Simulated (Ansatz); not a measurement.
# CH4ClFGe: the cost of one run

Computed with Ansatz 0.2.0 through its Python package. Level of theory: r2SCAN0/cc-pVDZ.

### Step 1. The system

Bond lengths: F1–Ge2 1.705 Å, Ge2–C3 1.929 Å, C3–Cl4 1.751 Å, Ge2–H5 1.564 Å, Ge2–H6 1.560 Å, C3–H7 1.171 Å, C3–H8 1.077 Å. Angles: F1–Ge2–C3 107.2°, F1–Ge2–H5 110.2°, F1–Ge2–H6 110.2°, C3–Ge2–H5 109.3°, C3–Ge2–H6 110.4°, H5–Ge2–H6 109.4°, Ge2–C3–Cl4 111.5°, Ge2–C3–H7 108.8°, Ge2–C3–H8 110.9°, Cl4–C3–H7 106.3°, Cl4–C3–H8 113.3°, H7–C3–H8 105.7°.

ch4clfge.xyz, read by the script:

```xyz
8

F    -1.98340    0.75570   -0.32770
Ge   -0.30780    0.88380   -0.03920
C     0.37240   -0.90770    0.17810
Cl    0.20040   -1.84080   -1.29330
H     0.40030    1.56040   -1.25820
H    -0.04430    1.72630    1.24720
H     1.52110   -0.85050    0.39870
H    -0.06650   -1.38430    1.03870
```

### Step 2. The script

File ch4clfge_tae.py:

```python
from collections import Counter

import ansatz as az

BASIS_SET = "cc-pVDZ"
XC = "r2scan0"


def energy(molecule, charge=0, unpaired=0):
    calc = molecule.calculation().basis(gaussian=BASIS_SET).functional(XC)
    if charge:
        calc = calc.charge(charge)
    if unpaired:
        calc = calc.spin("collinear", total=unpaired)
    report = calc.run(threads=1).report
    if report["published_state_doubts"]:
        print("  doubts:", report["published_state_doubts"])
    return report["free_energy_ev"]

molecule = az.Crystal.molecule_from_extxyz("ch4clfge.xyz")

unpaired = {"F": 1, "Ge": 2, "C": 2, "Cl": 1, "H": 1}
counts = Counter(site.symbol for site in molecule.cartesian_sites)
atom_energy = {s: energy(az.Crystal.molecule().atom(s, (0, 0, 0)), 0, unpaired[s]) for s in counts}
whole = energy(molecule, 0, 0)
for s, e in atom_energy.items():
    print(f"{s:2s} x{counts[s]}  {e:14.5f} eV")
print(f"CH4ClFGe: {whole:.5f} eV")
split = sum(counts[s] * e for s, e in atom_energy.items()) - whole
print(f"atomisation energy (no zero-point term): {23.060548 * split:.1f} kcal/mol, {split / sum(counts.values()):.3f} eV an atom")
```

### Step 3. What the engine is handed

The engine receives this input (first run):

```yaml
crystal:
  periodic: [false, false, false]
  atoms:
    - { symbol: F, position_ang: [0.0, 0.0, 0.0] }
basis:
  gaussian:
    orbitals: cc-pVDZ
hamiltonian:
  xc: r2scan0
magnetization:
  spin_polarized: true
  initial_magnetization: 1.0
```

### Step 4. Launch

Run with:

```
$ python ch4clfge_tae.py
```

Q: Estimate wall time and peak memory on 1 thread of Arm Neoverse V2, shared host.

About 9.9 s, with a peak of 0.28 GiB.
